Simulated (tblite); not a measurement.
# C4H13N2Si: the cost of one run

Programs: tblite 0.8.0 and PySCF 2.14.0, with density-fitted response routines of our own. Each step states its level of theory. These are calculated values for one molecule in the gas phase, unless marked as measured. Atoms count from 0, in the outputs and in this text.

### 1 The molecule as given

20 atoms, charge 0, multiplicity 2; geometry from: force field or distance geometry start.

Bonds of the start (Å): C0–C1 1.49, C1–C2 1.52, C2–C3 1.53, C2–N4 1.41, N4–Si5 1.77, Si5–N6 1.77, C0–H7 1.12, C0–H8 1.12, C1–H9 1.14, C1–H10 1.11, C2–H11 1.13, C3–H12 1.08, C3–H13 1.11, C3–H14 1.12, N4–H15 1.03, Si5–H16 1.47, Si5–H17 1.47, N6–H18 1.01, N6–H19 1.01.

### 2 Relaxing the molecule with GFN2-xTB

Job settings and geometry (Å):

```
{"job": {"kind": "relax", "xc": "GFN2-xTB", "basis": "xTB"}, "charge": 0, "multiplicity": 2}
C     -0.721500     1.735900    -0.372200
C     -1.483200     0.456800    -0.415100
C     -0.648100    -0.653300     0.196300
C     -1.533900    -1.897000     0.093600
N      0.630500    -0.849400    -0.366000
Si     1.637000     0.589300    -0.127700
N      3.357900     0.221300     0.033400
H     -1.157700     2.401500    -1.164100
H     -0.970000     2.238600     0.602600
H     -2.400100     0.531800     0.250400
H     -1.817400     0.225100    -1.444500
H     -0.597800    -0.418200     1.297200
H     -1.632300    -2.181300    -0.943100
H     -1.168800    -2.712600     0.753800
H     -2.552200    -1.571700     0.433100
H      0.648200    -1.139400    -1.351800
H      1.529600     1.497100    -1.277600
H      1.199900     1.320000     1.073700
H      4.024700     0.965700    -0.105300
H      3.650200    -0.749500     0.011200
```

On the command line:

```
OMP_NUM_THREADS=1 python probes_run.py task.json out
```

One launch serves the whole session: the jobs run in the order shown.

Q: Estimate the wall time of this first job on 1 thread of Arm Neoverse V1, shared host.

About 1.3 s.
